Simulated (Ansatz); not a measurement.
# AlFH6O2Si (built from SMILES [OH][Al]([OH])[F].[SiH4]): search for a transition state

Is there a first-order saddle for this four-centre ligand exchange, which should form Al1–Si6, F2–H5 and break Al1–F2, H5–Si6, and which two structures does it connect?

The runs use Ansatz 0.2.0, Gaussian basis; PBE0-D4, def2-SVP first, then def2-TZVP.

## 1. Where the work starts

The guess: 11 atoms, charge 0, spin multiplicity 1.

Atoms are counted from 1 here; the program's logs count them from 0.

Bond lengths: Al1–F2 1.973 Å, Al1–O3 1.647 Å, Al1–O4 1.647 Å, Al1–H5 1.684 Å, Al1–Si6 2.462 Å, F2–H5 1.055 Å, O3–H7 0.945 Å, O4–H8 0.945 Å, Si6–H9 1.473 Å, Si6–H10 1.479 Å, Si6–H11 1.480 Å. Angles: F2–Al1–O3 102.1°, F2–Al1–O4 101.9°, F2–Al1–H5 32.3°, F2–Al1–Si6 92.9°, O3–Al1–O4 132.1°, O3–Al1–H5 111.3°, O3–Al1–Si6 109.8°, O4–Al1–H5 111.1°, O4–Al1–Si6 109.6°, H5–Al1–Si6 60.6°, Al1–F2–H5 58.6°, Al1–O3–H7 175.9°, Al1–O4–H8 175.9°, Al1–H5–F2 89.1°, Al1–Si6–H9 107.6°, Al1–Si6–H10 119.8°, Al1–Si6–H11 120.3°, H9–Si6–H10 102.5° and more.

Coordinates:

```xyz
11

Al   -0.60610    0.46690   -0.42080
F     0.28000    2.03600    0.38230
O    -0.23640    0.64170   -2.01630
O    -2.04290    0.43800    0.38410
H     0.62780    1.05590    0.56240
Si    0.96090   -1.11480    0.63100
H    -0.07230    0.78950   -2.93510
H    -2.88880    0.47140    0.80470
H     0.52560   -2.47650    0.27460
H     2.38400   -1.11790    0.22800
H     1.06800   -1.19030    2.10520
```

Distances that are to change: Al1–Si6 2.46 Å, F2–H5 1.06 Å, Al1–F2 1.97 Å, H5–Si6 2.20 Å.

## 2. Constrained relaxation of the guess

Contents of hold/in.yaml:

```yaml
crystal:
  periodic: [false, false, false]
  atoms:
    - {symbol: Al, position_ang: [-0.606100, 0.466900, -0.420800]}
    - {symbol: F, position_ang: [0.280000, 2.036000, 0.382300]}
    - {symbol: O, position_ang: [-0.236400, 0.641700, -2.016300]}
    - {symbol: O, position_ang: [-2.042900, 0.438000, 0.384100]}
    - {symbol: H, position_ang: [0.627800, 1.055900, 0.562400]}
    - {symbol: Si, position_ang: [0.960900, -1.114800, 0.631000]}
    - {symbol: H, position_ang: [-0.072300, 0.789500, -2.935100]}
    - {symbol: H, position_ang: [-2.888800, 0.471400, 0.804700]}
    - {symbol: H, position_ang: [0.525600, -2.476500, 0.274600]}
    - {symbol: H, position_ang: [2.384000, -1.117900, 0.228000]}
    - {symbol: H, position_ang: [1.068000, -1.190300, 2.105200]}
basis:
  gaussian: {orbitals: def2-SVP}
hamiltonian: {xc: pbe0, dispersion: d4}
relax: {f_tol: 0.04, max_steps: 150, escape_saddle: false, constraints: [{distance: [0, 5]}, {distance: [1, 4]}, {distance: [0, 1]}, {distance: [4, 5]}]}
```

Command:

```sh
> ansatz run in.yaml --threads 8 --pin off --events-out ev --progress --plain --max-ram 19148MiB
```

Standard output (excerpt; [...] marks lines left out):

```text
Functional definition: PBE0
  name "PBE0"
  cite "Adamo & Barone, J. Chem. Phys. 110, 6158 (1999) doi:10.1063/1.478522"
  cite "Perdew, Burke & Ernzerhof, Phys. Rev. Lett. 77, 3865 (1996) doi:10.1103/PhysRevLett.77.3865"
  parent pbe
[...]
1084 factors; integrals over basis functions are off by at most 3.5e-4 eV
[...]
mean field -21361.96973819 eV, -785.0379082153 hartree, gradient 8.1e-5 eV, S^2 0.000000; 0 other end points of the search recorded, 0 dependent functions left out
[...]
reference -21361.96977003 eV, -785.0379093856 hartree; 29, 29 occupied and 79, 79 virtual orbitals, 1084 factors
relax step   1: F+E_penalty+E_count = -21362.15137402 eV  Δ(F+E_penalty+E_count) = +0.000e0 eV  max|allowed force component| = 1.610e0 eV/Å  Δτ_max = 0.0000 Å  (24 SCF iters, accepted)
[...]
relax step   7: F+E_penalty+E_count = -21362.72238740 eV  Δ(F+E_penalty+E_count) = -6.235e-3 eV  max|allowed force component| = 6.220e-2 eV/Å  Δτ_max = 0.1530 Å  (28 SCF iters, accepted)
[...]
relax step   8: F+E_penalty+E_count = -21362.72386670 eV  Δ(F+E_penalty+E_count) = -1.479e-3 eV  max|allowed force component| = 8.554e-3 eV/Å  Δτ_max = 0.0273 Å  (28 SCF iters, accepted)
  distance Al 0 - Si 5 held at 2.462427 Å   reaction = -4.1927e-1 eV/Å
  distance F 1 - H 4 held at 1.055460 Å   reaction = +1.6422e0 eV/Å
  distance Al 0 - F 1 held at 1.972870 Å   reaction = +1.0958e-1 eV/Å
  distance H 4 - Si 5 held at 2.197180 Å   reaction = -3.3305e-2 eV/Å
1084 factors; integrals over basis functions are off by at most 4.3e-4 eV
[...]
mean field -21362.54356731 eV, -785.0589960467 hartree, gradient 7.0e-6 eV, S^2 0.000000; 1 other end points of the search recorded, 0 dependent functions left out
[...]
reference -21362.54359894 eV, -785.0589972088 hartree; 29, 29 occupied and 79, 79 virtual orbitals, 1084 factors
Total energy: -21362.72389832 eV, -785.0656230890 hartree
Atom 0 at    -0.516051     0.453952    -0.352949 Å, force    -0.222267     0.347386    -0.139451 eV/Å
Atom 1 at     0.435948     1.961554     0.491476 Å, force     0.753020    -1.425336     0.454998 eV/Å
Atom 2 at    -0.208994     0.604632    -2.017105 Å, force     0.005747     0.000107    -0.006830 eV/Å
Atom 3 at    -2.033093     0.412656     0.410631 Å, force    -0.006230    -0.000885     0.008554 eV/Å
Atom 4 at     0.954467     1.101095     0.815121 Å, force    -0.806787     1.372235    -0.499969 eV/Å
Atom 5 at     1.076129    -1.090486     0.716266 Å, force     0.268375    -0.296029     0.176264 eV/Å
Atom 6 at    -0.815463     0.713730    -2.748412 Å, force     0.003133     0.002346     0.000472 eV/Å
Atom 7 at    -2.912519     0.482074     0.041624 Å, force     0.000669     0.000731     0.002292 eV/Å
Atom 8 at     0.428438    -2.343317     0.199225 Å, force     0.002150    -0.003456     0.002150 eV/Å
Atom 9 at     2.493578    -1.097541     0.234049 Å, force     0.000285     0.000736     0.001963 eV/Å
Atom 10 at     1.097361    -1.198450     2.210174 Å, force     0.001904     0.002166    -0.000442 eV/Å
Dipole moment:    -0.286839     0.121461    -0.203376 e Å
```

Run time: 4.9 s. Hardware: 8 threads of Intel Xeon 6975P-C, shared host; peak memory 0.25 GiB.

The steps of the relaxation:

```tsv
step	energy from step 1 (eV)	largest force component (eV/Å)
1	0.0000	1.6100
2	-0.3268	0.5344
3	-0.4034	0.2739
4	-0.4475	0.5696
5	-0.4638	2.0630
6	-0.5648	0.0563
7	-0.5710	0.0622
8	-0.5725	0.0086
```

Distances of close pairs at the start and the end, largest changes first:

```tsv
bond	before (Å)	after (Å)	change (Å)
Al1–H5	1.684	1.986	+0.302
Al1–O3	1.647	1.699	+0.052
Al1–O4	1.647	1.699	+0.052
Si6–H9	1.473	1.502	+0.029
Si6–H10	1.479	1.497	+0.018
Si6–H11	1.480	1.498	+0.018
O3–H7	0.945	0.956	+0.011
O4–H8	0.945	0.956	+0.011
```

## 3. A starting Hessian

Contents of hessian/in.yaml:

```yaml
crystal:
  periodic: [false, false, false]
  atoms:
    - {symbol: Al, position_ang: [-0.516051, 0.453952, -0.352949]}
    - {symbol: F, position_ang: [0.435948, 1.961554, 0.491476]}
    - {symbol: O, position_ang: [-0.208994, 0.604632, -2.017105]}
    - {symbol: O, position_ang: [-2.033093, 0.412656, 0.410631]}
    - {symbol: H, position_ang: [0.954467, 1.101095, 0.815121]}
    - {symbol: Si, position_ang: [1.076129, -1.090486, 0.716266]}
    - {symbol: H, position_ang: [-0.815463, 0.713730, -2.748412]}
    - {symbol: H, position_ang: [-2.912519, 0.482074, 0.041624]}
    - {symbol: H, position_ang: [0.428438, -2.343317, 0.199225]}
    - {symbol: H, position_ang: [2.493578, -1.097541, 0.234049]}
    - {symbol: H, position_ang: [1.097361, -1.198450, 2.210174]}
basis:
  gaussian: {orbitals: def2-SVP}
hamiltonian: {xc: pbe0, dispersion: d4}
phonons: {}
scf: {lower_state_search: off}
```

Command:

```sh
> ansatz run in.yaml --threads 8 --pin off --events-out ev --progress --plain --max-ram 19148MiB
```

Standard output (excerpt; [...] marks lines left out):

```text
[... 5 set-up lines as earlier in the session ...]
[...]
1085 factors; integrals over basis functions are off by at most 3.4e-4 eV
[...]
mean field -21362.54355659 eV, -785.0589956524 hartree, gradient 1.6e-6 eV, S^2 0.000000; 0 other end points of the search recorded, 0 dependent functions left out
[...]
reference -21362.54358827 eV, -785.0589968170 hartree; 29, 29 occupied and 79, 79 virtual orbitals, 1085 factors
[... from here to the last solve, the lines of the solves are left out (65 solves) ...]
1085 factors; integrals over basis functions are off by at most 3.4e-4 eV
[...]
mean field -21362.54349911 eV, -785.0589935404 hartree, gradient 1.7e-6 eV, S^2 0.000000; 0 other end points of the search recorded, 0 dependent functions left out
[...]
WARN: phonons: modes at or below zero, which the zero-point energy, F, S and C_V leave out: 3, the lowest at -352.97 cm⁻¹. A minimum has none, and a first-order saddle one
[...]
Atom 4 at     0.954467     1.101095     0.815121 Å, force    -0.806795     1.372234    -0.499952 eV/Å
Atom 5 at     1.076129    -1.090486     0.716266 Å, force     0.268361    -0.295872     0.176239 eV/Å
Atom 6 at    -0.815463     0.713730    -2.748412 Å, force     0.003110     0.002325     0.000473 eV/Å
Atom 7 at    -2.912519     0.482074     0.041624 Å, force     0.000688     0.000740     0.002290 eV/Å
Atom 8 at     0.428438    -2.343317     0.199225 Å, force     0.002130    -0.003466     0.002161 eV/Å
Atom 9 at     2.493578    -1.097541     0.234049 Å, force     0.000259     0.000741     0.001992 eV/Å
Atom 10 at     1.097361    -1.198450     2.210174 Å, force     0.001961     0.002041    -0.000414 eV/Å
Dipole moment:    -0.286839     0.121462    -0.203375 e Å
Vibrations: -352.97 -95.59 -41.89 104.82 174.79 186.92 214.27 224.23 275.57 384.49 414.13 436.15 463.83 526.04 779.29 801.10 849.07 929.88 934.12 953.36 956.74 2187.93 2194.60 2215.55 2220.98 4012.02 4015.02 cm⁻¹, zero-point energy 1.639995 eV
Checks for a lower state left out: stability, starts, cluster_reference, orbital_swaps, neighbouring_geometries, increment
```

Run time: 21 s. Hardware: 8 threads of Intel Xeon 6975P-C, shared host; peak memory 0.23 GiB.

The structure is not stationary yet, so these wavenumbers are no spectrum; the search needs only the force constants.

## 4. Saddle search in the small basis

A small driver takes partitioned rational-function steps: uphill along one mode, downhill along the rest. It calls the program once a step for energy and forces and updates the Hessian by Bofill's formula. It stops when the largest force is under 0.04 eV/Å and the followed curvature is negative. The first step's input:

Contents of presaddle/in.yaml:

```yaml
crystal:
  periodic: [false, false, false]
  atoms:
    - {symbol: Al, position_ang: [-0.516051, 0.453952, -0.352949]}
    - {symbol: F, position_ang: [0.435948, 1.961554, 0.491476]}
    - {symbol: O, position_ang: [-0.208994, 0.604632, -2.017105]}
    - {symbol: O, position_ang: [-2.033093, 0.412656, 0.410631]}
    - {symbol: H, position_ang: [0.954467, 1.101095, 0.815121]}
    - {symbol: Si, position_ang: [1.076129, -1.090486, 0.716266]}
    - {symbol: H, position_ang: [-0.815463, 0.713730, -2.748412]}
    - {symbol: H, position_ang: [-2.912519, 0.482074, 0.041624]}
    - {symbol: H, position_ang: [0.428438, -2.343317, 0.199225]}
    - {symbol: H, position_ang: [2.493578, -1.097541, 0.234049]}
    - {symbol: H, position_ang: [1.097361, -1.198450, 2.210174]}
basis:
  gaussian: {orbitals: def2-SVP}
hamiltonian: {xc: pbe0, dispersion: d4}
output: {forces: true}
scf: {lower_state_search: off}
```

Command:

```sh
> ansatz run in.yaml --threads 8 --pin off --events-out ev --progress --plain --max-ram 19148MiB
```

The driver's record:

```tsv
step	energy (eV)	largest force (eV/Å)	followed curvature (eV/Å²)
1	-21362.72388	1.4253	-1.58
2	-21362.71920	0.4673	-1.91
3	-21362.71719	0.5047	-2.65
4	-21362.72073	0.5324	-2.99
5	-21362.71097	1.0453	-3.72
6	-21362.72241	0.3148	-4.21
7	-21362.72457	0.0656	-4.27
8	-21362.72380	0.3953	-4.27
9	-21362.72530	0.1244	-4.27
10	-21362.72499	0.1415	-4.26
11	-21362.72560	0.0372	-4.26
```

The 11 steps took 3.9 s in all (8 threads of Intel Xeon 6975P-C, shared host).

## 5. Saddle search in triple zeta

A small driver takes partitioned rational-function steps: uphill along one mode, downhill along the rest. It calls the program once a step for energy and forces and updates the Hessian by Bofill's formula. It stops when the largest force is under 0.01 eV/Å and the followed curvature is negative. The first step's input:

Contents of saddle/in.yaml:

```yaml
crystal:
  periodic: [false, false, false]
  atoms:
    - {symbol: Al, position_ang: [-0.537412, 0.589162, -0.355159]}
    - {symbol: F, position_ang: [0.498883, 1.928096, 0.455550]}
    - {symbol: O, position_ang: [-0.252244, 0.672163, -2.024225]}
    - {symbol: O, position_ang: [-2.020999, 0.492240, 0.457169]}
    - {symbol: H, position_ang: [0.942622, 0.974404, 0.727128]}
    - {symbol: Si, position_ang: [1.118119, -1.039434, 0.757175]}
    - {symbol: H, position_ang: [-0.848892, 0.531275, -2.759032]}
    - {symbol: H, position_ang: [-2.908790, 0.416085, 0.111900]}
    - {symbol: H, position_ang: [0.461273, -2.174453, 0.019867]}
    - {symbol: H, position_ang: [2.568343, -1.070897, 0.390061]}
    - {symbol: H, position_ang: [0.978897, -1.318742, 2.219666]}
basis:
  gaussian: {orbitals: def2-TZVP}
hamiltonian: {xc: pbe0, dispersion: d4}
output: {forces: true}
scf: {lower_state_search: off}
```

Command:

```sh
> ansatz run in.yaml --threads 8 --pin off --events-out ev --progress --plain --max-ram 19148MiB
```

Step by step:

```tsv
step	energy (eV)	largest force (eV/Å)	followed curvature (eV/Å²)
1	-21376.45810	0.2343	-4.26
2	-21376.46543	0.1990	-4.10
3	-21376.46544	0.1527	-4.02
4	-21376.46522	0.1373	-4.02
5	-21376.46618	0.0451	-4.08
6	-21376.46589	0.0886	-4.08
7	-21376.46616	0.0479	-4.08
8	-21376.46638	0.0535	-4.09
9	-21376.46648	0.0143	-4.11
10	-21376.46653	0.0130	-4.04
11	-21376.46659	0.0126	-4.04
12	-21376.46669	0.0105	-4.04
13	-21376.46689	0.0245	-4.03
14	-21376.46698	0.0200	-4.04
15	-21376.46701	0.0690	-4.05
16	-21376.46707	0.0526	-4.08
17	-21376.46711	0.0643	-4.10
18	-21376.46716	0.0250	-4.15
19	-21376.46718	0.0279	-4.18
20	-21376.46721	0.0083	-4.19
```

The 20 steps took 16 s in all (8 threads of Intel Xeon 6975P-C, shared host).

The point found:

```xyz
11
AlFH6O2Si
Al   -0.53953    0.58251   -0.34871
F     0.46256    1.92425    0.50173
O    -0.24068    0.73011   -2.00505
O    -2.04007    0.46807    0.41830
H     0.91904    1.00240    0.77462
Si    1.12611   -1.05581    0.75322
H    -0.83877    0.51041   -2.71450
H    -2.89496    0.43998   -0.00414
H     0.40309   -2.20456    0.12617
H     2.53393   -1.11598    0.27436
H     1.10907   -1.28148    2.22410
```

Followed mode, largest move set to 1: H5 (0.12, 0.96, 0.24); H9 (0.10, -0.56, 0.13); Al1 (0.00, -0.58, 0.00); Si6 (-0.16, -0.27, -0.15).

## 6. Checking the order of the point

Contents of vib/in.yaml:

```yaml
crystal:
  periodic: [false, false, false]
  atoms:
    - {symbol: Al, position_ang: [-0.539530, 0.582513, -0.348709]}
    - {symbol: F, position_ang: [0.462557, 1.924246, 0.501735]}
    - {symbol: O, position_ang: [-0.240678, 0.730114, -2.005047]}
    - {symbol: O, position_ang: [-2.040073, 0.468068, 0.418300]}
    - {symbol: H, position_ang: [0.919036, 1.002402, 0.774620]}
    - {symbol: Si, position_ang: [1.126113, -1.055808, 0.753216]}
    - {symbol: H, position_ang: [-0.838766, 0.510411, -2.714497]}
    - {symbol: H, position_ang: [-2.894955, 0.439980, -0.004140]}
    - {symbol: H, position_ang: [0.403090, -2.204563, 0.126172]}
    - {symbol: H, position_ang: [2.533934, -1.115982, 0.274357]}
    - {symbol: H, position_ang: [1.109074, -1.281483, 2.224095]}
basis:
  gaussian: {orbitals: def2-TZVP}
hamiltonian: {xc: pbe0, dispersion: d4}
phonons: {temperatures: {t_min: 298.15, t_max: 900, t_step: 200}}
```

Command:

```sh
> ansatz run in.yaml --threads 8 --pin off --events-out ev --progress --plain --max-ram 19148MiB
```

Standard output (excerpt; [...] marks lines left out):

```text
[... 5 set-up lines as earlier in the session ...]
[...]
1269 factors; their error is unknown
[...]
mean field -21376.28753929 eV, -785.5640777009 hartree, gradient 5.8e-5 eV, S^2 0.000000; 0 other end points of the search recorded, 0 dependent functions left out
[...]
reference -21376.28757647 eV, -785.5640790670 hartree; 29, 29 occupied and 174, 174 virtual orbitals, 1269 factors
[... from here to the last solve, the lines of the solves are left out (65 solves) ...]
1269 factors; their error is unknown
mean field -21376.28748505 eV, -785.5640757074 hartree, gradient 2.0e-6 eV, S^2 0.000000; 0 other end points of the search recorded, 0 dependent functions left out
[...]
WARN: phonons: modes at or below zero, which the zero-point energy, F, S and C_V leave out: 2, the lowest at -535.69 cm⁻¹. A minimum has none, and a first-order saddle one
[...]
Atom 3 at    -2.040073     0.468068     0.418300 Å, force    -0.005897    -0.001547     0.001132 eV/Å
Atom 4 at     0.919036     1.002402     0.774620 Å, force     0.001566     0.004195    -0.001085 eV/Å
Atom 5 at     1.126113    -1.055808     0.753216 Å, force    -0.001660    -0.000998     0.000851 eV/Å
Atom 6 at    -0.838766     0.510411    -2.714497 Å, force    -0.004165    -0.004414    -0.004546 eV/Å
Atom 7 at    -2.894955     0.439980    -0.004140 Å, force     0.005055     0.000737     0.001854 eV/Å
Atom 8 at     0.403090    -2.204563     0.126172 Å, force     0.000707    -0.001352    -0.000650 eV/Å
Atom 9 at     2.533934    -1.115982     0.274357 Å, force    -0.000033    -0.000004     0.001584 eV/Å
Atom 10 at     1.109074    -1.281483     2.224095 Å, force    -0.001888    -0.000127    -0.001524 eV/Å
Dipole moment:    -0.286971    -0.046848    -0.224804 e Å
Vibrations: -535.69 -53.16 75.65 109.20 164.92 188.66 194.16 228.66 304.51 347.33 422.10 424.08 532.31 587.48 722.56 754.90 797.96 923.99 929.73 939.69 943.87 2053.98 2182.26 2216.28 2224.11 3982.66 3989.50 cm⁻¹, zero-point energy 1.626706 eV
```

Wall time 44 s (8 threads of Intel Xeon 6975P-C, shared host); peak memory 0.59 GiB.

Wavenumbers and character of the modes:

```tsv
mode	wavenumber (cm⁻¹)	character
1	536i	changes F2–H5, H5–Si6
2	53i	torsion
3	76	torsion
4	109	bend with torsion
5	165	bend with torsion
6	189	torsion with bend
7	194	torsion
8	229	torsion with bend
9	305	torsion with bend
10	347	Al–Si stretch with torsion
11	422	bend with torsion
12	424	bend
13	532	bend
14	587	bend
15	723	bend
16	755	wag or twist with bend
17	798	Al–O stretch
18	924	Al–O stretch with wag or twist
19	930	bend
20	940	bend
21	944	wag or twist with Al–O stretch
22	2054	F–H and Al–H stretch
23	2182	Si–H stretch
24	2216	Si–H stretch
25	2224	Si–H stretch
26	3983	O–H stretch
27	3990	O–H stretch
```

Vibrational sums (real modes only):

```tsv
T (K)	entropy (J/mol/K)	heat capacity (J/mol/K)
298	95.0	98.9
498	154.1	130.7
698	201.4	149.1
898	240.6	161.6
```

## 7. What came out

| quantity | value |
| --- | --- |
| imaginary modes | 2 |
| lowest wavenumber | 536i cm⁻¹ |
| Al1–Si6 at the point found | 2.583 Å |
| F2–H5 at the point found | 1.064 Å |
| Al1–F2 at the point found | 1.878 Å |
| H5–Si6 at the point found | 2.069 Å |

What this shows: A transition state has exactly one imaginary mode. This point has 2, so it is a saddle of higher order and is not used.
